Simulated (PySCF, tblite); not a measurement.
# Ga9N9H12: electronic excitations

Wanted: electronic excitations for Ga9N9H12.

Programs: tblite 0.8.0 and PySCF 2.14.0, with routines of our own; each step states its level. All values are computed. Atoms count from 0.

### Step 1. The starting structure

30 atoms, charge 0, multiplicity 1; geometry from: force field, distance geometry or constructed start.

### Step 2. Geometry optimisation with GFN2-xTB

What the job is given:

```
{"job": {"kind": "relax", "xc": "GFN2-xTB", "basis": "xTB"}, "charge": 0, "multiplicity": 1}
Ga     1.327000     2.288100    -1.600300
N     -0.462400     2.606600    -1.605600
N     -2.479500     0.902100     0.001000
Ga    -2.644900     0.004400    -1.604900
N     -2.026600    -1.700900    -1.595300
N      0.455900    -2.604500    -0.002600
Ga     1.322200    -2.288200    -1.602000
N      2.488100    -0.901700    -1.597200
Ga     2.646900    -0.002100    -0.000400
N      2.022800     1.698900     0.001600
Ga     1.320000     2.288700     1.596600
N     -0.461700     2.602000     1.598700
Ga    -1.325500     2.290600     0.005000
Ga    -2.642000    -0.000600     1.596000
N     -2.027800    -1.694600     1.598900
Ga    -1.324000    -2.289300     0.006300
Ga     1.322500    -2.288000     1.599600
N      2.483600    -0.907800     1.597700
H      2.198300     2.504700    -2.856500
H     -0.960300     2.940400    -2.441600
H     -3.269300     0.656600    -2.857500
H     -2.065000    -2.302300    -2.444500
H      1.071500    -3.151100    -2.852400
H      3.023000    -0.640000    -2.445800
H      2.199400     2.505500     2.859900
H     -0.969200     2.938600     2.446800
H     -3.266300     0.655100     2.858300
H     -2.064700    -2.303200     2.445500
H      1.068700    -3.155300     2.857000
H      3.028300    -0.635300     2.447700
```

The run is started by

```bash
$ OMP_NUM_THREADS=1 python large_run.py task.json out
```

The driver reads the jobs from task.json and runs them one after another.

The program printed:

```text
step      E/eV     max force
  0   -1177.47874    1.477
  1   -1177.62865    0.777
  2   -1177.67026    0.642
  3   -1177.77990    0.604
  4   -1177.83111    0.619
  5   -1177.88478    0.495
  6   -1177.91555    0.283
  7   -1177.93746    0.215
  8   -1177.95070    0.248
  9   -1177.99642    0.534
 10   -1178.05848    0.657
 11   -1178.12167    0.528
 12   -1178.16680    0.508
 13   -1178.22362    0.370
 14   -1178.25027    0.257
 15   -1178.27111    0.251
 16   -1178.28947    0.248
 17   -1178.31079    0.331
 18   -1178.33895    0.428
 19   -1178.37401    0.389
 20   -1178.40181    0.229
 21   -1178.41696    0.203
 22   -1178.42801    0.224
 23   -1178.44672    0.301
 24   -1178.48294    0.413
 25   -1178.54944    0.580
 26   -1178.65694    0.784
 27   -1178.74389    1.031
 28   -1178.88006    0.783
 29   -1179.05545    0.629
 30   -1179.13673    0.480
 31   -1179.23271    0.638
 32   -1179.30847    0.517
 33   -1179.40172    0.450
 34   -1179.44171    0.420
 35   -1179.55853    0.444
 36   -1179.59268    0.390
 37   -1179.61709    0.283
 38   -1179.63568    0.224
 39   -1179.64790    0.173
 40   -1179.65441    0.123
 41   -1179.65938    0.150
 42   -1179.66409    0.140
 43   -1179.67042    0.131
 44   -1179.67829    0.157
 45   -1179.68850    0.237
 46   -1179.70063    0.273
 47   -1179.71599    0.263
 48   -1179.76260    0.628
 49   -1179.70592    0.191
 50   -1179.65215    0.137
 51   -1179.72532    0.252
 52   -1179.87595    0.760
 53   -1179.72588    0.246
 54   -1179.70042    0.131
 55   -1179.60960    0.163
 56   -1179.70243    0.124
 57   -1179.74823    0.281
 58   -1179.67626    0.109
 59   -1179.53257    0.252
 60   -1179.67744    0.104
 61   -1179.69685    0.098
 62   -1179.82118    0.440
 63   -1179.69703    0.098
 64   -1179.68156    0.099
 65   -1179.76777    0.295
 66   -1179.68218    0.100
 67   -1179.65142    0.146
 68   -1179.70889    0.125
 69   -1179.89664    0.559
 70   -1179.70897    0.125
 71   -1179.69453    0.098
 72   -1179.66205    0.130
 73   -1179.72245    0.166
 74   -1179.66290    0.130
 75   -1179.46926    0.396
 76   -1179.66379    0.122
 77   -1179.68208    0.087
 78   -1179.70758    0.106
 79   -1179.64371    0.152
 80   -1179.70786    0.107
 81   -1179.89393    0.535
 82   -1179.70788    0.110
 83   -1179.69557    0.087
 84   -1179.66937    0.117
 85   -1179.72830    0.172
 86   -1179.67026    0.114
 87   -1179.49765    0.380
 88   -1179.67100    0.108
 89   -1179.68477    0.079
 90   -1179.70924    0.103
 91   -1179.65147    0.144
 92   -1179.70943    0.104
 93   -1179.90781    0.545
 94   -1179.70941    0.107
 95   -1179.69790    0.081
 96   -1179.68138    0.091
 97   -1179.74746    0.221
 98   -1179.68196    0.089
 99   -1179.65449    0.149
100   -1179.69388    0.074
101   -1179.71993    0.139
102   -1179.68314    0.083
103   -1179.63998    0.182
104   -1179.69268    0.072
105   -1179.70783    0.101
106   -1179.67809    0.094
107   -1179.53184    0.362
108   -1179.67865    0.093
109   -1179.68721    0.070
110   -1179.70814    0.094
111   -1179.65825    0.142
112   -1179.70820    0.094
113   -1179.91128    0.537
114   -1179.70816    0.096
115   -1179.69884    0.073
116   -1179.68836    0.073
117   -1179.58986    0.283
118   -1179.68872    0.069
119   -1179.69368    0.061
120   -1179.79975    0.330
121   -1179.69390    0.061
122   -1179.69031    0.066
123   -1179.60216    0.269
124   -1179.69062    0.063
125   -1179.69479    0.057
126   -1179.62761    0.219
127   -1179.69496    0.057
128   -1179.70257    0.070
129   -1179.68406    0.078
130   -1179.55120    0.350
131   -1179.68490    0.075
132   -1179.69057    0.056
133   -1179.70150    0.054
134   -1179.65033    0.168
135   -1179.70148    0.055
136   -1179.72886    0.145
137   -1179.69639    0.047
138   -1179.69379    0.052
139   -1179.61731    0.262
140   -1179.69441    0.048
141   -1179.69619    0.043
142   -1179.76515    0.242
143   -1179.69576    0.044
144   -1179.69512    0.049
145   -1179.74832    0.217
146   -1179.69530    0.051
147   -1179.69547    0.053
148   -1179.69517    0.062
149   -1179.69548    0.053
150   -1179.69548    0.053
151   -1179.69619    0.046
152   -1179.69751    0.039
153   -1179.78851    0.305
154   -1179.69810    0.038
155   -1179.69850    0.036
156   -1179.69621    0.075
157   -1179.69401    0.066
158   -1179.67175    0.101
159   -1179.70674    0.040
160   -1179.70379    0.015
```

Wall time 6.2 s (1 thread of Arm Neoverse V2, shared host); peak memory 0.16 GiB.

Step by step: (the energy doesn't fall at every step)

```csv
step,energy from step 0 (eV),largest force (eV/Å)
0,0.0000,1.4777
1,-0.1499,0.7766
2,-0.1915,0.6417
3,-0.3012,0.6044
4,-0.3524,0.6191
5,-0.4060,0.4954
6,-0.4368,0.2822
7,-0.4587,0.2148
8,-0.4720,0.2481
21,-0.9382,0.2027
34,-1.9630,0.4195
48,-2.2839,0.6276
61,-2.2181,0.0978
75,-1.9905,0.3957
88,-2.1923,0.1077
102,-2.2044,0.0831
115,-2.2201,0.0731
129,-2.2053,0.0781
142,-2.2864,0.2422
156,-2.2175,0.0752
157,-2.2153,0.0663
158,-2.1930,0.1010
159,-2.2280,0.0403
160,-2.2251,0.0151
```

Close pairs (by a distance rule), those that changed most:

```csv
bond,before (Å),after (Å),change (Å)
N14–Ga16,3.402,2.159,-1.243
Ga10–N17,3.402,2.159,-1.243
N4–Ga6,3.400,2.159,-1.241
N1–Ga3,3.396,2.159,-1.237
N11–Ga13,3.395,2.160,-1.236
Ga0–N7,3.395,2.159,-1.235
Ga6–Ga15,3.097,2.683,-0.414
Ga8–Ga10,3.092,2.683,-0.409
```

The next job starts from the end point, and lists it.

### Step 3. Harmonic vibrations with GFN2-xTB

What the job is given:

```
{"job": {"kind": "ir", "xc": "GFN2-xTB", "basis": "xTB"}, "charge": 0, "multiplicity": 1}
Ga     1.325716     1.659425    -1.766396
N     -0.614550     1.885884    -1.829543
N     -2.593976     0.832994    -0.000281
Ga    -2.099087     0.319634    -1.767881
N     -1.326142    -1.474667    -1.830452
N      0.574535    -2.663693     0.000118
Ga     0.772805    -1.977132    -1.766917
N      1.939307    -0.409905    -1.829070
Ga     2.492885     0.012992     0.000727
N      2.018593     1.831319     0.000966
Ga     1.325262     1.659149     1.768227
N     -0.615215     1.886279     1.830585
Ga    -1.256974     2.153412     0.000509
Ga    -2.100088     0.319445     1.767461
N     -1.325543    -1.473940     1.830949
Ga    -1.237016    -2.163755     0.000330
Ga     0.773164    -1.977184     1.767070
N      1.939747    -0.409826     1.830574
H      2.040891     2.366939    -2.947277
H     -0.869742     2.595992    -2.522953
H     -3.069257     0.584890    -2.949356
H     -1.813544    -2.050460    -2.524109
H      1.029631    -2.949621    -2.948242
H      2.681155    -0.544570    -2.523184
H      2.039397     2.366802     2.949888
H     -0.869856     2.596358     2.524262
H     -3.072377     0.584701     2.946827
H     -1.813127    -2.049643     2.524558
H      1.030746    -2.950102     2.948034
H      2.681745    -0.544680     2.524480
```

The program printed:

```text
mode    cm-1     km/mol
  1     -43.2      0.00
  2      50.7      2.88
  3      50.8      2.75
  4      69.3     12.47
  5      69.3     12.52
  6      70.0      0.03
  7      70.1      0.01
  8      81.6      0.94
  9     102.4      0.00
 10     107.1      0.00
 11     107.1      0.00
 12     137.0     15.46
 13     144.8      4.02
 14     144.8      4.05
 15     157.3      0.00
 16     183.8      0.00
 17     183.9      0.00
 18     185.8      0.53
 19     196.2     34.76
 20     196.3     34.54
 21     199.3      0.00
 22     231.9      0.00
 23     232.1      0.02
 24     238.2     43.26
 25     238.3     43.98
 26     243.8      1.09
 27     250.0      0.00
 28     308.5      0.11
 29     310.5     10.63
 30     310.6     10.80
 31     352.4     37.32
 32     352.4     37.58
 33     358.4      1.23
 34     369.7      0.01
 35     374.0      0.01
 36     374.1      0.01
 37     423.4      0.02
 38     435.2      0.01
 39     435.3      0.02
 40     454.2      1.80
 41     473.0     33.35
 42     473.1     32.83
 43     473.8      2.13
 44     485.7      0.02
 45     485.7      0.01
 46     496.5    263.56
 47     506.5    723.57
 48     506.7    721.45
 49     542.0      2.42
 50     542.2     40.33
 51     542.4     38.97
 52     554.7    560.74
 53     555.8      2.96
 54     556.0     17.84
 55     557.1     10.69
 56     558.1    410.95
 57     558.4    410.30
 58     623.9      0.01
 59     624.1      0.03
 60     635.0    182.22
 61     706.9      0.03
 62     707.1      0.04
 63     710.2     94.59
 64     717.2    129.80
 65     717.4    132.29
 66     718.6      8.50
 67     782.2    125.36
 68     785.6      0.15
 69     785.8      0.06
 70     786.7      0.31
 71     790.0    137.09
 72     790.2    138.34
 73    1645.9    636.72
 74    1646.4    647.53
 75    1648.0    914.49
 76    1648.6    315.63
 77    1649.0    473.22
 78    1649.9     10.09
 79    3197.8      0.01
 80    3199.1      0.00
 81    3200.0      0.71
 82    3200.0      0.14
 83    3200.1      0.60
 84    3200.3      0.42
```

Wall time 5.8 s (1 thread of Arm Neoverse V2, shared host); peak memory 0.16 GiB.

The strongest bands and the atoms that carry them (share of the mass-weighted mode):

```csv
cm⁻¹,km/mol,atoms
506,723.6,"N14 23 %, N4 23 %"
507,721.5,"N1 21 %, N11 21 %, N7 14 %, N17 14 %"
555,560.7,"H26 11 %, H18 10 %, H24 10 %"
558,410.9,"H24 23 %, H18 19 %, H20 15 %, H26 13 %"
1646,636.7,"H28 44 %, H22 24 %, H20 20 %"
1646,647.5,"H24 35 %, H20 33 %, H18 16 %"
1648,914.5,"H22 52 %, H28 40 %"
1649,473.2,"H24 44 %, H18 36 %, H26 11 %"
```

### Step 4. Electronic excitations: TDDFT PBE/def2-SVP

Settings changed since step 3:

```diff
@@ -1,2 +1,2 @@
-{"job": {"kind": "ir", "xc": "GFN2-xTB", "basis": "xTB"}, "charge": 0, "multiplicity": 1}
+{"job": {"kind": "uv", "basis": "def2-SVP", "grid": 1, "kgrid": 0, "vcut": null, "nstates": 6, "ntriplets": 2, "tda": false, "delta": ["ip_vertical"], "pop": true, "xc": "PBE"}, "charge": 0, "multiplicity": 1}
 Ga     1.325716     1.659425    -1.766396
```

Method: TDDFT PBE/def2-SVP, vertical, gas phase, core orbitals frozen in the response.

The program printed:

```text
start: PBE on a coarse grid of 131162 points
cycle   1  E = -17817.2784965338  dE = -1.806e+00  |g| = 2.502e+00  |ddm| = 7.382e+00
cycle   2  E = -17810.8755303744  dE =  6.403e+00  |g| = 5.174e+00  |ddm| = 1.134e+01
cycle   3  E = -17817.3445682217  dE = -6.469e+00  |g| = 1.947e+00  |ddm| = 1.086e+01
cycle   4  E = -17818.2139945501  dE = -8.694e-01  |g| = 4.572e-01  |ddm| = 1.783e+00
cycle   5  E = -17818.1940084833  dE =  1.999e-02  |g| = 6.025e-01  |ddm| = 1.168e+00
cycle   6  E = -17818.2802229314  dE = -8.621e-02  |g| = 6.255e-02  |ddm| = 7.000e-01
cycle   7  E = -17818.2797789580  dE =  4.440e-04  |g| = 7.889e-02  |ddm| = 1.761e-01
cycle   8  E = -17818.2812678052  dE = -1.489e-03  |g| = 2.098e-02  |ddm| = 1.098e-01
cycle   9  E = -17818.2813782404  dE = -1.104e-04  |g| = 6.930e-03  |ddm| = 3.364e-02
final grid: 131162 points
cycle  10  E = -17818.2812958183  dE =  8.242e-05  |g| = 1.948e-02  |ddm| = 3.086e-02
cycle  11  E = -17818.2803872712  dE =  9.085e-04  |g| = 6.401e-02  |ddm| = 9.623e-02
cycle  12  E = -17818.2813649026  dE = -9.776e-04  |g| = 1.003e-02  |ddm| = 7.895e-02
cycle  13  E = -17818.2813940870  dE = -2.918e-05  |g| = 1.461e-03  |ddm| = 1.285e-02
cycle  14  E = -17818.2813886462  dE =  5.441e-06  |g| = 2.557e-04  |ddm| = 2.053e-03
cycle  15  E = -17818.2813920299  dE = -3.384e-06  |g| = 1.840e-04  |ddm| = 4.651e-04
cycle  16  E = -17818.2813951159  dE = -3.086e-06  |g| = 3.597e-05  |ddm| = 2.352e-04
converged SCF energy = -17818.2813951159
Vertical ionisation energy (delta-SCF) = 7.1277 eV   <S^2> = 0.755

Static polarisability (au): isotropic 281.065, principal 276.355 276.360 290.481

Singlet excitations
state   eV       nm        f      main configurations
  1   1.7577    705.4   0.01078   H-1->L 0.92
  2   1.7578    705.3   0.01082   H->L 0.92
  3   2.1820    568.2   0.00000   H->L+1 0.43, H-1->L+2 0.42
  4   2.2181    559.0   0.00184   H->L+1 0.27, H-1->L+2 0.27, H-1->L+1 0.23
  5   2.2183    558.9   0.00186   H-1->L+1 0.27, H->L+2 0.27, H-1->L+2 0.23
  6   2.2320    555.5   0.00000   H->L+2 0.37, H-1->L+1 0.35, H-2->L 0.15

Triplet excitations (Tamm-Dancoff, eV): 1.6578 1.6579
```

Wall time 2.2 min (1 thread of Arm Neoverse V2, shared host); peak memory 0.67 GiB.

Frontier orbitals and where they lie:

```csv
orbital,eV,atoms
HOMO−4,-6.27,"N5 14 %, N9 14 %, N2 14 %"
HOMO−3,-6.26,"N5 9 %, N9 9 %, N2 9 %"
HOMO−2,-5.81,"N2 20 %, N5 20 %, N9 20 %"
HOMO−1,-5.23,"N9 31 %, N2 16 %, Ga8 4 %"
HOMO,-5.23,"N5 30 %, N2 18 %, N4 5 %"
LUMO,-3.52,"Ga12 19 %, Ga15 19 %, Ga8 19 %"
LUMO+1,-3.06,"Ga12 31 %, Ga8 29 %, N7 5 %"
LUMO+2,-3.06,"Ga15 40 %, Ga8 11 %, Ga12 10 %"
LUMO+3,-1.20,"Ga15 12 %, Ga8 12 %, Ga12 12 %"
```

With each of the 6 states as a Gaussian band of 0.4 eV half-width at 1/e, the curve within the window shown has maxima at 697 nm (ε 920) L/(mol cm). Beyond the last state computed it falls off for lack of states. The curve at chosen wavelengths:

(nm, ε (L/mol/cm)): (490, 102), (513, 174), (536, 267), (560, 386), (583, 514), (606, 643), (629, 759), (653, 851), (676, 902), (699, 917), (722, 897), (746, 848), (769, 782), (792, 706), (815, 625), (839, 542), (862, 467), (885, 398), (908, 337), (932, 281), (955, 235), (978, 196), (1001, 163), (1025, 134), (1048, 111), (1071, 92)

Ground-state properties from the same run:

```csv
property,computed
dipole moment (D),0.01
polarisability (Å³),41.65
HOMO–LUMO gap (eV),1.71
−ε(HOMO) (eV),5.23
```

### Step 5. Results

```
                                 quantity                        value
strongest single infrared mode (GFN2-xTB)        1648 cm⁻¹, 914 km/mol
             zero-point energy (GFN2-xTB)                82.4 kcal/mol
            lowest singlet (PBE/def2-SVP)  1.76 eV (705 nm), f = 0.011
 brightest single state of those computed  state 2, 1.76 eV, f = 0.011
                           lowest triplet                      1.66 eV
        vertical ionisation energy (ΔSCF)                      7.13 eV
```

What this shows: The lowest mode is imaginary (43i cm⁻¹), so the xTB geometry is not a minimum: the zero-point energy counts the real modes alone, and all values at this geometry belong to a saddle point. GFN2-xTB is a fitted tight-binding method: band positions and strengths are rough. Its intensities can rank the bands wrongly. The lowest singlet, at 1.76 eV, is HOMO−1→LUMO 0.92 and is weak; of the 6 states computed, the strongest absorption comes from states 1 to 2 together at 1.76 eV. State 1 absorbs in the visible (705 nm). The lowest triplet lies 0.10 eV below the lowest singlet (triplets in Tamm-Dancoff, singlets in full TDDFT). The lowest singlet moves an electron between orbitals on different atoms, a charge-transfer state, which PBE without long-range exact exchange places too low; its energy and rank are unsure. ΔSCF puts the ionisation energy at 7.13 eV, 1.90 eV above −ε(HOMO).
